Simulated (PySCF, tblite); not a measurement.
**C₆H₁₂AsNSi: geometry, infrared bands and NMR shifts**

What infrared bands and NMR shifts should C₆H₁₂AsNSi (`[H]/N=C\[C@@H]1C=C[C@@H]([SiH2][AsH2])C1`) show?

Programs: tblite 0.8.0 and PySCF 2.14.0, with density-fitted response routines of our own. Each step states its level of theory. These are calculated values for one molecule in the gas phase, unless marked as measured. Atoms count from 0, in the outputs and in this text.

## 1. The molecule as given

21 atoms, charge 0, multiplicity 1; geometry from: force field or distance geometry start.

Bonds of the start (Å): N0–C1 1.27, C1–C2 1.53, C2–C3 1.49, C3–C4 1.32, C4–C5 1.52, C5–Si6 1.88, Si6–As7 2.33, C5–C8 1.50, C8–C2 1.50, N0–H9 1.04, C1–H10 1.08, C2–H11 1.11, C3–H12 1.11, C4–H13 1.08, C5–H14 1.09, Si6–H15 1.46, Si6–H16 1.47, As7–H17 1.55, As7–H18 1.55, C8–H19 1.10, C8–H20 1.11.

## 2. Geometry optimisation with GFN2-xTB

Job settings and geometry (Å):

```
{"job": {"kind": "relax", "xc": "GFN2-xTB", "basis": "xTB"}, "charge": 0, "multiplicity": 1}
N     -3.870800     0.029400     0.335700
C     -2.663500     0.284500     0.029000
C     -1.525700    -0.626600     0.483700
C     -0.700200     0.169400     1.433100
C      0.285700     0.778900     0.808200
C      0.182000     0.451400    -0.670200
Si     1.932800     0.103600    -1.266400
As     3.356100     0.370600     0.561700
C     -0.530200    -0.862000    -0.612000
H     -4.106500    -0.810800     0.899600
H     -2.362700     1.146500    -0.546900
H     -1.912300    -1.572500     0.918900
H     -0.844400     0.246500     2.527500
H      1.060000     1.420200     1.208800
H     -0.324100     1.231000    -1.247000
H      2.289600     1.068300    -2.297600
H      1.962100    -1.272900    -1.789100
H      4.304400     1.577000     0.335500
H      4.222600    -0.912500     0.669000
H     -0.966700    -1.201400    -1.558800
H      0.203100    -1.601500    -0.223100
```

Run with:

```bash
$ OMP_NUM_THREADS=1 python probes_run.py task.json out
```

The driver reads the jobs from task.json and runs them one after another.

Standard output:

```text
step      E/eV     max force
  0    -704.32024    2.674
  1    -704.58349    1.700
  2    -704.80969    1.273
  3    -705.01308    1.195
  4    -705.11638    0.811
  5    -705.17411    0.779
  6    -705.24555    0.611
  7    -705.30644    0.493
  8    -705.33207    0.431
  9    -705.35522    0.374
 10    -705.37192    0.349
 11    -705.39010    0.303
 12    -705.40738    0.380
 13    -705.42374    0.444
 14    -705.44078    0.434
 15    -705.45804    0.333
 16    -705.46931    0.202
 17    -705.47468    0.121
 18    -705.47764    0.109
 19    -705.48076    0.148
 20    -705.48504    0.175
 21    -705.48999    0.186
 22    -705.49455    0.144
 23    -705.49825    0.139
 24    -705.50119    0.117
 25    -705.50380    0.137
 26    -705.50631    0.132
 27    -705.50852    0.098
 28    -705.51041    0.083
 29    -705.51211    0.091
 30    -705.51383    0.110
 31    -705.51588    0.123
 32    -705.51827    0.126
 33    -705.52047    0.108
 34    -705.52212    0.109
 35    -705.52341    0.101
 36    -705.52470    0.086
 37    -705.52614    0.094
 38    -705.52756    0.104
 39    -705.52887    0.108
 40    -705.53018    0.085
 41    -705.53150    0.083
 42    -705.53265    0.097
 43    -705.53351    0.104
 44    -705.53413    0.075
 45    -705.53469    0.061
 46    -705.53536    0.090
 47    -705.53621    0.114
 48    -705.53727    0.116
 49    -705.53851    0.085
 50    -705.53974    0.085
 51    -705.54080    0.075
 52    -705.54174    0.087
 53    -705.54268    0.081
 54    -705.54358    0.059
 55    -705.54437    0.061
 56    -705.54512    0.069
 57    -705.54601    0.080
 58    -705.54719    0.076
 59    -705.54860    0.072
 60    -705.54999    0.075
 61    -705.55119    0.084
 62    -705.55221    0.120
 63    -705.55310    0.114
 64    -705.55440    0.080
 65    -705.55646    0.078
 66    -705.55770    0.085
 67    -705.55973    0.094
 68    -705.56128    0.074
 69    -705.56265    0.078
 70    -705.56358    0.080
 71    -705.56441    0.094
 72    -705.56538    0.098
 73    -705.56661    0.098
 74    -705.56831    0.118
 75    -705.56979    0.131
 76    -705.57131    0.094
 77    -705.57254    0.078
 78    -705.57387    0.093
 79    -705.57560    0.125
 80    -705.57760    0.130
 81    -705.57927    0.094
 82    -705.58062    0.118
 83    -705.58207    0.082
 84    -705.58368    0.085
 85    -705.58468    0.069
 86    -705.58573    0.062
 87    -705.58645    0.067
 88    -705.58716    0.063
 89    -705.58774    0.061
 90    -705.58823    0.053
 91    -705.58869    0.061
 92    -705.58920    0.061
 93    -705.58963    0.061
 94    -705.59002    0.039
 95    -705.59031    0.037
 96    -705.59059    0.040
 97    -705.59090    0.047
 98    -705.59131    0.043
 99    -705.59174    0.040
100    -705.59212    0.038
101    -705.59244    0.036
102    -705.59279    0.037
103    -705.59317    0.035
104    -705.59356    0.037
105    -705.59400    0.039
106    -705.59461    0.054
107    -705.59551    0.102
108    -705.59657    0.091
109    -705.59763    0.069
110    -705.59803    0.126
111    -705.59918    0.061
112    -705.59976    0.051
113    -705.60229    0.058
114    -705.60400    0.102
115    -705.60536    0.107
116    -705.60703    0.102
117    -705.60865    0.109
118    -705.61053    0.106
119    -705.61193    0.083
120    -705.61372    0.109
121    -705.61568    0.084
122    -705.61735    0.102
123    -705.61877    0.066
124    -705.61991    0.087
125    -705.62102    0.081
126    -705.62202    0.089
127    -705.62319    0.065
128    -705.62391    0.090
129    -705.62435    0.043
130    -705.62458    0.040
131    -705.62475    0.027
132    -705.62489    0.026
133    -705.62507    0.042
134    -705.62524    0.045
135    -705.62541    0.034
136    -705.62553    0.024
137    -705.62563    0.026
138    -705.62573    0.026
139    -705.62585    0.023
140    -705.62597    0.022
141    -705.62608    0.021
142    -705.62617    0.017
143    -705.62625    0.015
144    -705.62634    0.019
145    -705.62641    0.017
146    -705.62647    0.013
147    -705.62651    0.013
148    -705.62656    0.015
149    -705.62663    0.019
150    -705.62672    0.023
151    -705.62683    0.031
152    -705.62695    0.030
153    -705.62708    0.021
154    -705.62724    0.025
155    -705.62741    0.030
156    -705.62760    0.034
157    -705.62782    0.038
158    -705.62808    0.038
159    -705.62836    0.033
160    -705.62858    0.023
161    -705.62869    0.015
162    -705.62868    0.056
163    -705.62879    0.014
164    -705.62882    0.013
165    -705.62888    0.013
166    -705.62890    0.013
167    -705.62892    0.010
168    -705.62894    0.010
169    -705.62897    0.009
```

Wall time 2.9 s (1 thread of Arm Neoverse N1, shared host); peak memory 0.18 GiB.

The steps of the relaxation: (not every step is listed)

```
step  energy from step 0 (eV)  largest force (eV/Å)
   0                   0.0000                2.6737
   1                  -0.2632                1.7004
   2                  -0.4895                1.2734
   3                  -0.6928                1.1945
   4                  -0.7961                0.8113
   5                  -0.8539                0.7795
   6                  -0.9253                0.6115
   7                  -0.9862                0.4935
   8                  -1.0118                0.4309
  23                  -1.1780                0.1386
  38                  -1.2073                0.1035
  53                  -1.2224                0.0808
  68                  -1.2410                0.0738
  83                  -1.2618                0.0816
  98                  -1.2711                0.0430
 113                  -1.2821                0.0585
 128                  -1.3037                0.0901
 143                  -1.3060                0.0146
 158                  -1.3078                0.0376
 164                  -1.3086                0.0132
 165                  -1.3086                0.0131
 166                  -1.3087                0.0131
 167                  -1.3087                0.0105
 168                  -1.3087                0.0100
 169                  -1.3087                0.0093
```

Close pairs (by a distance rule), those that changed most:

```
   bond  before (Å)  after (Å)  change (Å)
As7–H18       1.552      1.498      -0.054
As7–H17       1.551      1.498      -0.054
  C2–C8       1.499      1.545      +0.046
  C5–C8       1.495      1.540      +0.045
 C5–Si6       1.882      1.918      +0.036
 C3–H12       1.107      1.077      -0.030
  C4–C5       1.518      1.493      -0.025
  C1–C2       1.527      1.506      -0.020
```

The end geometry stands in the next job.

## 3. Vibrational analysis with GFN2-xTB

Job settings and geometry (Å):

```
{"job": {"kind": "ir", "xc": "GFN2-xTB", "basis": "xTB"}, "charge": 0, "multiplicity": 1}
N     -3.826542    -0.588720     0.713216
C     -2.768461    -0.083964     0.273905
C     -1.344938    -0.448468     0.605902
C     -0.670671     0.746903     1.225506
C      0.192016     1.311525     0.395907
C      0.341301     0.566924    -0.889604
Si     2.183847     0.142665    -1.213625
As     2.897622    -0.928138     0.723571
C     -0.516003    -0.694067    -0.673965
H     -3.696303    -1.348930     1.381874
H     -2.876946     0.730985    -0.437328
H     -1.340347    -1.316153     1.275108
H     -0.949557     1.098991     2.203971
H      0.754482     2.210833     0.590351
H     -0.051302     1.171066    -1.711575
H      2.881028     1.383850    -1.591568
H      2.226559    -0.741610    -2.392539
H      3.295531     0.362592     1.370317
H      4.292422    -1.084612     0.200140
H     -1.155124    -0.903398    -1.531884
H      0.122466    -1.571333    -0.518152
```

Standard output:

```text
mode    cm-1     km/mol
  1      10.7      0.85
  2      41.0      1.06
  3      47.6      0.01
  4      82.7      0.33
  5      92.4      0.22
  6     152.7      0.88
  7     202.8      1.13
  8     289.1      4.54
  9     335.9      1.39
 10     364.7      5.46
 11     389.0     23.57
 12     422.1     22.73
 13     450.5     11.03
 14     567.9     11.52
 15     591.8     59.23
 16     631.2     31.13
 17     653.8    106.32
 18     693.6    244.06
 19     738.9     73.25
 20     755.0     19.26
 21     787.3     36.82
 22     794.7    242.15
 23     803.1     17.42
 24     868.1      1.18
 25     886.2      6.23
 26     972.9     22.89
 27     989.5     31.77
 28    1008.4    154.77
 29    1041.0      9.29
 30    1057.1     10.19
 31    1086.7     30.35
 32    1093.5      7.35
 33    1113.5      0.11
 34    1137.6     22.47
 35    1159.7     39.29
 36    1201.6     41.04
 37    1230.6      8.44
 38    1244.7      8.78
 39    1272.6     39.73
 40    1293.1     11.81
 41    1322.0     10.79
 42    1339.9     64.48
 43    1482.0      1.03
 44    1678.4      4.76
 45    1745.1    279.61
 46    1937.8    729.15
 47    1941.1    461.73
 48    2157.8    443.59
 49    2169.5    260.36
 50    2901.7     32.68
 51    2921.9     53.85
 52    2929.2     51.32
 53    2994.2     26.39
 54    3002.4     49.98
 55    3087.5     29.16
 56    3116.9     40.05
 57    3297.7     25.81
```

Wall time 1.9 s (1 thread of Arm Neoverse N1, shared host); peak memory 0.18 GiB.

The strongest bands and the atoms that carry them (share of the mass-weighted mode):

```
cm⁻¹  km/mol                         atoms
 694   244.1  H16 27 %, H15 16 %, H18 14 %
 795   242.2            H16 46 %, H15 45 %
1008   154.8            H18 50 %, H17 49 %
1745   279.6              C1 57 %, N0 39 %
1938   729.1            H17 63 %, H18 35 %
1941   461.7            H18 63 %, H17 35 %
2158   443.6            H16 86 %, H15 10 %
2170   260.4            H15 86 %, H16 11 %
```

## 4. Shielding tensors: PBE0/pcSseg-1

The job, as its differences from that of step 3:

```diff
@@ -1,2 +1,2 @@
-{"job": {"kind": "ir", "xc": "GFN2-xTB", "basis": "xTB"}, "charge": 0, "multiplicity": 1}
+{"job": {"kind": "nmr", "xc": "PBE0", "basis": "pcSseg-1"}, "charge": 0, "multiplicity": 1}
 N     -3.826542    -0.588720     0.713216
```

With the program's defaults for keys left out, this is: GIAO PBE0/pcSseg-1 NMR shielding, non-relativistic, gas phase.

Standard output:

```text
coarse grid: 79608 points
cycle   1  E = -2814.8506322981  dE =  3.100e-01  |g| = 7.981e-01  |ddm| = 4.253e+00
cycle   2  E = -2814.8217675686  dE =  2.886e-02  |g| = 7.475e-01  |ddm| = 1.079e+00
cycle   3  E = -2814.9059700392  dE = -8.420e-02  |g| = 2.263e-01  |ddm| = 7.336e-01
cycle   4  E = -2814.9158412479  dE = -9.871e-03  |g| = 7.753e-02  |ddm| = 1.953e-01
cycle   5  E = -2814.9170382711  dE = -1.197e-03  |g| = 1.624e-02  |ddm| = 8.294e-02
cycle   6  E = -2814.9171007063  dE = -6.244e-05  |g| = 4.097e-03  |ddm| = 1.924e-02
cycle   7  E = -2814.9171038483  dE = -3.142e-06  |g| = 1.204e-03  |ddm| = 4.555e-03
final grid: 167704 points
cycle   8  E = -2814.9171815230  dE =  4.696e-07  |g| = 1.978e-03  |ddm| = 4.694e-03
cycle   9  E = -2814.9171795447  dE =  1.978e-06  |g| = 3.457e-03  |ddm| = 5.054e-03
cycle  10  E = -2814.9171825000  dE = -2.955e-06  |g| = 1.904e-04  |ddm| = 3.161e-03
cycle  11  E = -2814.9171825094  dE = -9.360e-09  |g| = 2.251e-05  |ddm| = 2.577e-04
cycle  12  E = -2814.9171825094  dE = -5.275e-11  |g| = 4.198e-06  |ddm| = 2.101e-05
converged SCF energy = -2814.9171825094

GIAO shielding tensors (ppm)
atom      isotropic    diamagn.    paramagn.     s11        s22        s33       span
  0 N      -81.408     318.807    -400.215   -387.345    -74.608    217.728    605.073
  1 C        9.718     253.425    -243.707   -106.825     24.792    111.186    218.011
  2 C      122.006     247.532    -125.525    109.757    117.381    138.882     29.126
  3 C       50.132     255.014    -204.883    -55.812     72.446    133.762    189.574
  4 C       43.785     256.733    -212.948    -62.272     55.975    137.653    199.924
  5 C      153.992     251.079     -97.087    134.368    153.496    174.112     39.744
  6 Si     389.794     879.946    -490.152    339.780    396.292    433.312     93.532
  7 As    2045.654    2877.340    -831.686   1909.455   1983.890   2243.617    334.161
  8 C      155.575     246.969     -91.394    126.934    161.221    178.569     51.635
  9 H       21.461      33.710     -12.249     11.921     25.342     27.119     15.198
 10 H       24.214      29.296      -5.082     20.773     22.166     29.704      8.931
 11 H       28.760      33.471      -4.711     25.817     27.391     33.073      7.257
 12 H       26.056      32.845      -6.790     24.427     25.255     28.485      4.058
 13 H       25.918      33.041      -7.122     23.565     25.927     28.263      4.698
 14 H       28.992      31.364      -2.372     24.544     26.793     35.639     11.095
 15 H       26.869      29.034      -2.165     22.458     24.731     33.417     10.959
 16 H       27.406      28.971      -1.565     23.185     25.513     33.519     10.334
 17 H       30.261      29.547       0.714     21.917     25.612     43.253     21.336
 18 H       30.312      28.151       2.161     22.702     23.787     44.446     21.743
 19 H       29.548      31.737      -2.189     25.158     27.904     35.583     10.425
 20 H       29.515      31.913      -2.398     24.361     30.586     33.597      9.235
```

Wall time 2.3 min (1 thread of Arm Neoverse N1, shared host); peak memory 1.1 GiB.

The references, computed at this level on geometries of the same kind, shield at (ppm): 1H TMS 31.72, 13C TMS 186.9, 29Si TMS 349.2, 15N NH3 267.7, 75As AsH3 1989. Their shielding less the atom's gives the shift. The references are single molecules in the gas phase, so shifts against H2O, NH3, PH3, H3PO4 or CFCl3 are not on the usual liquid scales and can be off by tens of ppm. Shifts against hydride references such as AlH4− lie on their own scale. Atoms listed in one row are averaged.

```
   atoms                                 environment  σ (ppm)  δ (ppm)
      C1                                  C=N carbon      9.7    177.2
      C4                                   alkene CH     43.8    143.1
      C3                                   alkene CH     50.1    136.8
      C2                              allylic sp3 CH    122.0     64.9
      C5                 allylic sp3 CH bonded to Si    154.0     32.9
      C8                           sp3 CH2 in a ring    155.6     31.4
      H9               hydrogen on an imine nitrogen    21.46    10.26
     H10                    hydrogen on a C=N carbon    24.21     7.50
     H13                    hydrogen on an alkene CH    25.92     5.80
     H12                    hydrogen on an alkene CH    26.06     5.66
     H15       hydrogen on a silicon bonded to C, As    26.87     4.85
     H16       hydrogen on a silicon bonded to C, As    27.41     4.31
     H11               hydrogen on an allylic sp3 CH    28.76     2.96
     H14  hydrogen on an allylic sp3 CH bonded to Si    28.99     2.72
     H20            hydrogen on an sp3 CH2 in a ring    29.51     2.20
     H19            hydrogen on an sp3 CH2 in a ring    29.55     2.17
H17, H18         hydrogen on an arsenic bonded to Si    30.29     1.43
      N0                              imine nitrogen    -81.4    349.1
     Si6                silicon bonded to C, As, 2 H    389.8    -40.6
     As7                   arsenic bonded to Si, 2 H     2046      -57
```

The run also stored atomic charges by several schemes (e):

```
atoms  Mulliken    IAO  Hirshfeld  ESP fit
   N0     -0.34  -0.43      -0.24    -0.74
   C1      0.12   0.05       0.05     0.27
   C2     -0.32  -0.15      -0.03     0.29
   C3     -0.05  -0.17      -0.05    -0.31
   C4     -0.10  -0.15      -0.05    -0.27
   C5     -0.48  -0.38      -0.11     0.00
  Si6      0.55   0.53       0.26     0.31
  As7     -0.33  -0.04       0.05    -0.18
   C8     -0.12  -0.25      -0.07    -0.43
```

Mayer bond orders: N0–C1 2.06, C1–C2 0.95, C2–C3 1.00, C3–C4 1.84, C4–C5 1.02, C5–Si6 0.86, Si6–As7 0.95, C5–C8 0.98, C8–C2 0.99.

Ring of atoms C2, C3, C4, C5, C8: NICS(0) -2.5, NICS(1) -3.0, NICS(1)zz -5.1 ppm (means of both faces; NICS(1) differs between them: -4.1 and -2.0).

The fields below are evaluated on a grid from the run's orbitals.

Frontier orbitals at PBE0/pcSseg-1, with the share of their density that lies nearest to each atom:

```
orbital  energy (eV)                                                     lies on
   HOMO        -6.84  N0 26 %; C3, C4 about 14 % each; C1, C2, C5 about 6 % each
   LUMO        -0.47                         C1, C3, C4 about 16 % each; N0 16 %
```

ELF in a plane through or near 6 of the atoms.

Ten even steps from ' ' (0.00) to '@' (1.00):
```
                                                        
                                                        
                ..                                      
              **%%%%--                                  
            ++@@@@@@##      ++@@@@==                    
            **@@@@@@%%..    %%@@@@##                    
            --@@@@@@**..  ::%%@@@@--  ..::------        
            ::++--..::==--++--****  ..==++++####++      
            ..::..--..**==##==..++::==**%%##%%@@##--    
            ::**==::==--::==++%%****%%==%%==++@@%%==    
          ..::##%%%%++..    ..**++..%%++##::++%%**::    
        ::::::==++++--    ..::****====::--++++--..      
        ....--##**==::    --++**++--..  ........        
          ..##@@@@##::    ==++==::                      
          ::@@@@@@%%::    ..::::::                      
          ::%%@@@@**..        ....                      
            ..++==..                                    
                                                        
                                                        
                                                        
```
The map spans 13.4 Å across and 9.5 Å up, centred on the molecule. Atoms in the plane (x, y in Å): N0 (3.9, 0.1), C2 (1.5, -0.3), C8 (0.4, 0.9), H16 (-2.6, 2.1), H17 (-3.0, -2.0), H19 (0.9, 1.8).

On the surface of density 0.002 e/bohr³ the electrostatic potential runs, from the 1st to the 99th percentile, from -1.89 V near N0 to 1.10 V near H9.

## 5. Summary of results

```
                                                              quantity                                                                  value
                             strongest single infrared mode (GFN2-xTB)                                                  1938 cm⁻¹, 729 km/mol
                                          zero-point energy (GFN2-xTB)                                                          98.0 kcal/mol
                                13C shifts against TMS (PBE0/pcSseg-1)                              177.2, 143.1, 136.8, 64.9, 32.9, 31.4 ppm
1H shifts against TMS (PBE0/pcSseg-1, means over atoms taken as alike)  10.26, 7.50, 5.80, 5.66, 4.85, 4.31, 2.96, 2.72, 2.20, 2.17, 1.43 ppm
                                15N shifts against NH3 (PBE0/pcSseg-1)                                                              349.1 ppm
                               29Si shifts against TMS (PBE0/pcSseg-1)                                                              -40.6 ppm
                              75As shifts against AsH3 (PBE0/pcSseg-1)                                                                -57 ppm
                                 surface potential, 1st and 99th percentile                                                     -1.89 V and 1.10 V
```

What this shows: Over 169 steps the energy fell by 1.309 eV; of the close pairs, As7–H18 changed most, 1.552 to 1.498 Å. All 57 modes are real, so the xTB geometry is a minimum. Unscaled tight-binding wavenumbers are off by several per cent, some by more. Its intensities can rank the bands wrongly. At PBE0/pcSseg-1: The widest tensor belongs to N0: span 605 ppm, with a paramagnetic part of -400 ppm. By nearest atom (PBE0/pcSseg-1), the HOMO sits on N0 26 %; C3, C4 about 14 % each and the LUMO on C1, C3, C4 about 16 % each; N0 16 %. Spin-orbit coupling is left out, which matters for shieldings and couplings at and beside the heavy atoms.
